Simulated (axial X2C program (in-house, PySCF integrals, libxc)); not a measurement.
# Linear TiOH⁺ at several levels

Aim: the two bond lengths and stretching wavenumbers of linear TiOH⁺, with and without spin–orbit coupling, at PBE0, HF, BHandHLYP, MP2.

Program: an in-house X2C program for linear molecules on PySCF integrals. Level of theory: all-electron X2C, two-component (2c) or spin-free, Ti dyall-v3z, O dyall-av3z, H dyall-v3z. These are calculated values, not measurements.

All values are calculated.

2 further runs of the same task are left out: 2 set aside as unsound or not needed.

### Step 1. Set-up

task.json

```json
{"zs": [22, 8, 1], "q": 1, "bas": ["dyall-v3z", "dyall-av3z", "dyall-v3z"], "r0": [1.99, 0.96], "symm": 0, "scan": ["PBE0", "HF", "BHandHLYP"], "levels": ["PBE0", "HF", "r2SCAN"], "nst": 2}
```

Keys: zs atomic numbers; q charge; bas basis sets; r0 starting distance in Å; symm equal bonds; scan levels of the two-bond scan (MP2 follows by itself at each HF point); levels methods; nst determinants followed.

On the command line:

```sh
$ python solin.py task.json out
```

Masses Ti 47.948, O 15.995, H 1.008 u.

### Step 2. Scan at PBE0, 2c

State: Ω = 1 (beyond evenly filled blocks: ω = -1/2, ω = 3/2). Energies above the lowest point, from the job's result record:

```
r(Ti–O) (Å)  r(O–H) (Å)  E (meV)
     1.6770      0.9399    45.71
     1.6770      0.9640    30.03
     1.6770      0.9881    44.05
     1.7200      0.9399    14.06
     1.7200      0.9640     0.00
     1.7200      0.9881    15.69
     1.7200      1.0122    56.50
     1.7630      0.9399    41.60
     1.7630      0.9640    28.88
     1.7630      0.9881    45.94
     1.8060      0.9640   104.81
     1.8060      1.0122   166.40
```

A quadratic surface with cubic terms in each bond gives the minimum at 1.719 and 0.963 Å, force constants 5.12, 8.24 and coupling 0.21 mdyn/Å.

### Step 3. Scan at HF, 2c

State: Ω = 1 (beyond evenly filled blocks: ω = -1/2, ω = 3/2). Energies above the lowest point, from the job's result record:

```
r(Ti–O) (Å)  r(O–H) (Å)  E (meV)
     1.6770      0.9399   192.38
     1.6770      0.9640   206.86
     1.6770      0.9881   251.29
     1.7200      0.9399    65.47
     1.7200      0.9640    81.64
     1.7200      0.9881   127.81
     1.7200      1.0122   199.31
     1.7630      0.9399     0.00
     1.7630      0.9640    17.55
     1.7630      0.9881    65.13
     1.8060      0.9640     6.13
     1.8060      1.0122   128.96
```

A quadratic surface with cubic terms in each bond gives the minimum at 1.796 and 0.938 Å, force constants 3.98, 9.56 and coupling 0.22 mdyn/Å.

### Step 4. Scan at BHandHLYP, 2c

State: Ω = 1 (beyond evenly filled blocks: ω = -1/2, ω = 3/2). Energies above the lowest point, from the job's result record:

```
r(Ti–O) (Å)  r(O–H) (Å)  E (meV)
     1.6770      0.9399    69.19
     1.6770      0.9640    66.56
     1.6770      0.9881    93.45
     1.7200      0.9399     4.54
     1.7200      0.9640     3.65
     1.7200      0.9881    32.32
     1.7200      1.0122    85.94
     1.7630      0.9399     0.00
     1.7630      0.9640     0.55
     1.7630      0.9881    30.69
     1.8060      0.9640    46.28
     1.8060      1.0122   134.01
```

A quadratic surface with cubic terms in each bond gives the minimum at 1.744 and 0.952 Å, force constants 4.64, 8.74 and coupling 0.23 mdyn/Å.

### Step 5. The levels side by side

| level | r(Ti–O) (Å) | r(O–H) (Å) | lower stretch (cm⁻¹) | upper stretch (cm⁻¹) |
| --- | --- | --- | --- | --- |
| PBE0, 2c | 1.719 | 0.963 | 832.0 | 3839.7 |
| HF, 2c | 1.796 | 0.938 | 733.9 | 4134.4 |
| BHandHLYP, 2c | 1.744 | 0.952 | 791.8 | 3954.0 |
| MP2, 2c | 1.708 | 0.967 | 766.1 | 3799.0 |
| PBE0, spin-free | 1.719 | 0.963 | 832.3 | 3839.4 |
| HF, spin-free | 1.796 | 0.938 | 733.9 | 4134.3 |
| BHandHLYP, spin-free | 1.744 | 0.952 | 792.0 | 3953.7 |
| MP2, spin-free | 1.708 | 0.967 | 767.2 | 3798.4 |

Scans not shown above were run alike.

In words: Over the levels the Ti–O bond spans 1.708 to 1.796 Å and the O–H bond 0.938 to 0.967 Å. At PBE0 spin–orbit coupling leaves both bonds unchanged to 0.001 Å. Each state is one determinant, the lowest of a limited PBE0 search; the stretches come from a fit to few points and are good to some per cent at best. MP2 freezes inner shells (threshold -2 hartree). The molecule was held linear; bending was not examined, so a bent shape may lie lower. Open-shell Ω = 0 determinants with evenly filled partner blocks cannot be reached by this program, so the Ω shown need not be the lowest component. Note: functional without a current term on a determinant with orbital currents, of the molecule or an atom. Note: several unpaired electrons, one determinant need not be a pure state.
